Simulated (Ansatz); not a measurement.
Task: a cohesive energy from free atoms of K3Cd and its free atoms, with Ansatz 0.2.0, Python API. Give the script and its output. Use (first run): r2SCAN, PAW, cutoff 531 eV, 4×4×4 k-points, Fermi-Dirac smearing of 0.02 eV.

`cohesive.py`
```python
'''Binding of K3Cd against spin-polarised atoms in a box.'''

from collections import Counter
import warnings

import ansatz as az

PHASES = {
    'K3Cd': (
        [(5.952904, 0.0, 0.0), (0.0, 5.952904, 0.0), (0.0, 0.0, 5.952904)],
        [
            ('K', (0.0, 0.5, 0.5)),
            ('K', (0.5, 0.0, 0.5)),
            ('K', (0.5, 0.5, 0.0)),
            ('Cd', (0.0, 0.0, 0.0)),
        ],
    ),
}


def build(vectors, sites):
    crystal = az.Crystal(lattice=az.Lattice.of(vectors))
    for symbol, position in sites:
        crystal = crystal.atom(symbol, position)
    return crystal


def counts(outcome):
    return Counter(site.symbol for site in outcome.lattice.sites)

UNPAIRED = {'K': 1, 'Cd': 0}  # unpaired electrons of the free atoms


def run_phase(name, crystal):
    calc = (
        crystal.calculation()
        .functional('r2SCAN')
        .basis(39 * az.Ry)
        .kpoints(spacing=0.27)
        .occupations('fermi_dirac', width=0.02)  # smearing steadies the SCF of a metal
    )
    if name.endswith(' atom'):
        calc = calc.kpoints(1, 1, 1).occupations('fermi_dirac', width=0.01)
        if UNPAIRED[name.split()[0]]:
            calc = calc.spin('collinear')
        return calc.run()
    calc = calc.relax(force_tolerance=0.01, cell=True)
    return calc.run()


def main() -> None:
    warnings.simplefilter('ignore', az.DeckWarning)

    phases = {name: build(*cell) for name, cell in PHASES.items()}
    # free atoms: a low-symmetry box, moments by the rule of Hund
    for element, moment in UNPAIRED.items():
        phases[f'{element} atom'] = az.Lattice.orthorhombic(9.0, 9.5, 10.0).atom(element, (0.5, 0.5, 0.5), moment=moment or None)

    done = {name: run_phase(name, crystal) for name, crystal in phases.items()}

    for element in UNPAIRED:
        atom = done[f'{element} atom'].report
        print(f'{element} atom: {atom["energy_sigma0_ev"]:.4f} eV, moment {atom["magnetization_mub"]:.2f} muB')
    solid = done['K3Cd']
    n = counts(solid)
    binding = (sum(k * done[f'{e} atom'].report['energy_sigma0_ev'] for e, k in n.items()) - solid.report['energy_sigma0_ev']) / sum(n.values())
    print(f'cohesive energy {binding:.3f} eV/atom = {96.4853 * binding:.0f} kJ/mol of atoms (no zero-point energy)')


if __name__ == '__main__':
    main()
```

```console
$ python cohesive.py
K atom: -1541.7731 eV, moment 1.00 muB
Cd atom: -8267.1162 eV, moment 0.00 muB
cohesive energy 0.705 eV/atom = 68 kJ/mol of atoms (no zero-point energy)
```

Caveats:
- Total energies depend on the potentials; only differences at equal settings carry meaning.
- The magnetic order follows from the starting moments and needn't be the lowest.
- For the metals among these phases the mesh is modest: differences between phases can be off by up to 40 meV an atom.
- r2SCAN tends to overestimate the moments of itinerant magnets.
- The cells come from databases of deposited and of computed structures, and not all need be stable phases.
- Free atoms in a box carry small image and symmetry errors, and spin-orbit coupling is left out.
- It ran for 8.2 min on 1 thread of Intel(R) Xeon(R) Platinum 8375C CPU @ 2.90GHz (Ice Lake) (shared host), peak memory 2.1 GiB.
